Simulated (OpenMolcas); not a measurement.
# Co²⁺ among point charges: CASSCF levels and susceptibility

Aim: the splitting of the states of Co²⁺ in the field of 6 point charges, its lowest levels with spin-orbit coupling and its magnetic susceptibility.

Program: OpenMolcas 26.06. Level of theory: state-averaged CASSCF, spin-orbit coupling by RASSI with atomic mean-field integrals. These are calculated values, not measurements, unless marked.

**1. What is computed**

```
Species                           : Co²⁺ (cobalt, Z = 27, 25 electrons)
Basis                             : ANO-RCC-VDZP [5s4p2d1f], 34 functions
Scalar Hamiltonian                : DKH2, point nucleus
Inactive shells                   : 1s 2s 2p 3s 3p
Active space                      : 7 electrons in 5 orbitals (3d)
Some configurations of this space : 3d7
Orbitals                          : optimised for each spin and parity, averaged over all roots
```

Outer shells as boxes (Hund's rule):

3d7
```
3d [↑↓][↑↓][↑ ][↑ ][↑ ]
```

The ion sits among 6 point charges of -2.2 e arranged as a trigonal antiprism (D3d), 2.08 Å from the ion, with a polar angle of 55.8° against the regular 54.74°. The active orbitals were held to one l.

The work runs as a chain of OpenMolcas steps in one folder; each step below is one input file. The outputs are cut to the sections that carry results. Labels, J, g values, rates, χT and fits are worked out afterwards by a script from the matrices that RASSI stores. The input lists half of the charges; inversion (Group=XYZ) makes the rest.

**2. Basis and integrals**

The input, a.inp:

```
&GATEWAY
Coord
1

Co 0.0 0.0 0.0
Basis=ANO-RCC-VDZP
Group=XYZ
NoMove
AngMom=0.0 0.0 0.0
AMFI
XField
3 Angstrom 0
0.000000 1.720946 1.168223 -2.200000
1.490383 -0.860473 1.168223 -2.200000
1.490383 0.860473 -1.168223 -2.200000
&SEWARD
```

On the command line:

```bash
OMP_NUM_THREADS=1 MOLCAS_MEM=1689 MOLCAS_PROJECT=a pymolcas a.inp > a.log
```

**3. Reference wave functions, quartets of even parity, 10 roots**

The input, a.inp:

```
&RASSCF
FileOrb=start.orb
Symmetry=1
Spin=4
nActEl=7 0 0
Inactive=3 6
Ras2=5 0
CIRoot=10 10 1
SDav=10
CIMx=300
Iter=120 100
PrWF=0.3
OrbListing=Nothing
MaxOrb=0
SupSym
1
10 4 5 6 7 8 11 12 13 14 15
0
>>> COPY $Project.JobIph JOB001
```

start.orb holds the contracted functions of the basis, ordered by shell, or the orbitals of the step before.

**4. Reference wave functions, doublets of even parity, 40 roots**

The input, a.inp:

```
&RASSCF
FileOrb=start.orb
Symmetry=1
Spin=2
nActEl=7 0 0
Inactive=3 6
Ras2=5 0
CIRoot=40 40 1
SDav=40
CIMx=300
Iter=120 100
PrWF=0.3
OrbListing=Nothing
MaxOrb=0
SupSym
1
10 4 5 6 7 8 11 12 13 14 15
0
>>> COPY $Project.JobIph JOB002
```

**5. State interaction with spin-orbit coupling**

The input, a.inp:

```
&RASSI
NrOfJobIphs=2 10 40
1 2 3 4 5 6 7 8 9 10
1 2 3 4 5 6 7 8 9 10 11 12 13 14 15 16 17 18 19 20 21 22 23 24 25 26 27
28 29 30 31 32 33 34 35 36 37 38 39 40
IphNames
JOB001
JOB002
EJob
SpinOrbit
DIPRint=1.0
SOCoupling=1000.0
Subsets=2
Property=9
'ANGMOM' 1 'ANGMOM' 2 'ANGMOM' 3 'MLTPL  1' 1 'MLTPL  1' 2 'MLTPL  1' 3
'AMFI' 1 'AMFI' 2 'AMFI' 3
SOProperty=3
'ANGMOM' 1 'ANGMOM' 2 'ANGMOM' 3
```

What does the calculation give? Wanted: spin-free ground state; first state of the same spin within the active space; lowest level; next level.

As calculated:

```
                                            quantity                              value
                                              method                             CASSCF
                              spin-free ground state     4E, 2-fold in its orbital part
first state of the same spin within the active space                     4A2 at 62 cm⁻¹
                                        lowest level  2-fold E1/2, g = 4.39, 4.69, 4.69
                                          next level                         346.9 cm⁻¹
                                         χT at 300 K                     3.85 cm³ K/mol
                           effective moment at 300 K                            5.55 μB
```

In words: The spin-free ground state (4E) comes to 99 % from free-ion F terms and keeps the highest spin of the shell. χT at 300 K is 3.85, against 1.88 cm³ K/mol for the spin alone, so orbital moment adds to it. An active space of the d shell alone favours high spin; real ions in strong fields can be low spin. Point charges leave out covalency, so the field and the spin state can differ from those of real complexes. With metal d orbitals alone active, the gaps between spin states are rough; where two lie within a few thousand cm-1, their order is open. This is an electrostatic model: the charges have no orbitals.
